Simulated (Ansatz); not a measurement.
**Molecular dynamics of Li**

The input (input.yaml):

```yaml
accuracy: low
crystal:
  lattice:
    - [6.98, 0.0, 0.0]
    - [0.0, 6.98, 0.0]
    - [0.0, 0.0, 6.98]
  atoms:
    - { symbol: Li, position: [0.0, 0.0, 0.0] }
    - { symbol: Li, position: [0.5, 0.0, 0.0] }
    - { symbol: Li, position: [0.0, 0.5, 0.0] }
    - { symbol: Li, position: [0.0, 0.0, 0.5] }
    - { symbol: Li, position: [0.25, 0.25, 0.25] }
    - { symbol: Li, position: [0.5, 0.5, 0.0] }
    - { symbol: Li, position: [0.5, 0.0, 0.5] }
    - { symbol: Li, position: [0.75, 0.25, 0.25] }
    - { symbol: Li, position: [0.0, 0.5, 0.5] }
    - { symbol: Li, position: [0.25, 0.75, 0.25] }
    - { symbol: Li, position: [0.25, 0.25, 0.75] }
    - { symbol: Li, position: [0.5, 0.5, 0.5] }
    - { symbol: Li, position: [0.75, 0.75, 0.25] }
    - { symbol: Li, position: [0.75, 0.25, 0.75] }
    - { symbol: Li, position: [0.25, 0.75, 0.75] }
    - { symbol: Li, position: [0.75, 0.75, 0.75] }
basis:
  ecutwfc: 420.0
kpoints:
  mp_grid: { grid: [2, 2, 2] }
hamiltonian:
  xc: pbe
scf:
  occupations: { method: fermi_dirac, width: 0.1 }
  lower_state_search: "off"
md:
  timestep: 1
  n_steps: 200
  ensemble: nvt_langevin
  temperature: 900.0
  initial_velocities: maxwell_boltzmann
  seed: 943516
  friction: 0.02
```

Command:

```bash
$ ansatz run input.yaml --threads 1 --pin off --max-ram 3072MiB --backend cpu --events-out ev --progress --plain --runs-dir out
```

It starts from a structure without forces on its atoms.

Output, in part (step lines):

```
md step     0: t =     0.00 fs  T =   843.8 K  F+E_penalty+E_count = -3274.74801450 eV  E_kin = 1.745010 eV  (6 SCF iters)
md step     1: t =     1.00 fs  T =   774.9 K  F+E_penalty+E_count = -3274.74530758 eV  E_kin = 1.602716 eV  (6 SCF iters)
md step     2: t =     2.00 fs  T =   768.3 K  F+E_penalty+E_count = -3274.73749471 eV  E_kin = 1.589053 eV  (6 SCF iters)
md step     3: t =     3.00 fs  T =   749.6 K  F+E_penalty+E_count = -3274.72462021 eV  E_kin = 1.550189 eV  (6 SCF iters)
md step     4: t =     4.00 fs  T =   786.2 K  F+E_penalty+E_count = -3274.70666822 eV  E_kin = 1.626005 eV  (6 SCF iters)
md step     5: t =     5.00 fs  T =   748.1 K  F+E_penalty+E_count = -3274.68412969 eV  E_kin = 1.547126 eV  (5 SCF iters)
md step     6: t =     6.00 fs  T =   752.1 K  F+E_penalty+E_count = -3274.65728583 eV  E_kin = 1.555367 eV  (5 SCF iters)
md step     7: t =     7.00 fs  T =   837.1 K  F+E_penalty+E_count = -3274.62515955 eV  E_kin = 1.731341 eV  (5 SCF iters)
[... lines left out ...]
md step   199: t =   199.00 fs  T =   987.6 K  F+E_penalty+E_count = -3272.57862141 eV  E_kin = 2.042533 eV  (4 SCF iters)
md step   200: t =   200.00 fs  T =   937.3 K  F+E_penalty+E_count = -3272.58407178 eV  E_kin = 1.938560 eV  (6 SCF iters)
```

The steps, from the saved trajectory:

```tsv
time (fs)	T (K)	potential energy less start (eV)
0.0	844	0.000
6.0	752	0.091
12.0	673	0.348
18.0	765	0.715
24.0	648	1.104
30.0	478	1.418
36.0	647	1.564
42.0	603	1.703
48.0	588	1.785
54.0	801	1.769
60.0	919	1.675
66.0	646	1.671
72.0	589	1.785
78.0	571	1.787
84.0	572	1.682
90.0	688	1.532
96.0	861	1.391
102.0	930	1.314
108.0	955	1.406
114.0	791	1.562
120.0	671	1.661
126.0	711	1.676
132.0	753	1.642
138.0	843	1.634
144.0	1037	1.682
150.0	881	1.821
156.0	714	1.951
162.0	865	1.954
168.0	1006	1.862
174.0	995	1.862
180.0	1060	1.927
186.0	812	2.058
192.0	931	2.129
198.0	973	2.173
```

All steps were run. A run of 0.2 ps of so small a system gives no equilibrium averages. Limits of this set-up: coarse k mesh, low accuracy level.

Mean squared displacements from the first frame to the last, about the centre of mass: Li 0.65 Å².

Last frame:

```xyz
16
Lattice="6.9800 0.0000 0.0000 0.0000 6.9800 0.0000 0.0000 0.0000 6.9800" Properties=species:S:1:pos:R:3
Li 0.183 0.093 -0.151
Li 4.697 0.709 -0.871
Li 0.411 3.595 0.383
Li -0.170 0.250 3.653
Li 1.870 1.623 2.152
Li 3.916 3.201 0.228
Li 3.765 -0.271 3.642
Li 5.187 1.812 2.508
Li -0.034 4.779 2.664
Li 1.840 5.559 1.373
Li 2.044 1.399 5.091
Li 2.719 3.765 3.373
Li 4.930 5.479 1.673
Li 5.864 2.849 4.718
Li 1.125 4.898 5.149
Li 4.623 5.138 5.661
```

Run time: 11 min on 1 thread of Arm Neoverse V1, with other jobs on the host, peak memory 0.5 GiB.
